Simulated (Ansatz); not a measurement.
GeCN2 in Ansatz: the effect of functional

GeCN2:

```
Ge N C
1.0
     1.81740    1.04927    4.98673
    -1.81740    1.04927    4.98673
     0.00000   -2.09855    4.98673
Ge N C
1 2 1
Direct
  0.00000 0.00000 0.00000
  0.58390 0.58390 0.58390
  0.41610 0.41610 0.41610
  0.50000 0.50000 0.50000
```

The cell comes from a database or a generator and needn't be the stable form of this composition.

The cell isn't the ideal one: volume scaled by 1.04.

Alike in all runs:

```yaml
Program: Ansatz 0.2.0
Task: single point
Potentials_or_basis: Ansatz PAW
k_mesh: 9 × 9 × 9
Occupations: fermi-dirac, width 0.05 eV
Spin: no spin polarisation
```

One run gave: gap on the mesh 1.29 eV; pressure -7.9 GPa; largest force 1.55 eV/Å. Which functional did it use?
A. PBEsol
B. r2SCAN
C. LDA

B.

```csv
functional,cutoff,gap on the mesh (eV),pressure (GPa),largest force (eV/Å)
LDA,420 eV (not typed: the program's choice for these potentials),1.05,-11.0,1.39
PBEsol,420 eV (not typed: the program's choice for these potentials),1.09,-7.8,1.00
r2SCAN,500 eV (not typed: the program's choice for these potentials),1.29,-7.9,1.55
```

Caveats: odd divisions of the mesh miss points on the zone boundary, where band edges often lie, so the gap on the mesh can be too wide; the PAW data sets come from PBE, with cores solved anew for the run's functional, which leaves a small shift of forces and pressure; forces of over 1 eV/Å show positions far from the minimum, so gaps and moduli don't describe the material at rest (some runs).

A k mesh can miss the band edges.

Runs at the PBE level aren't shown here.
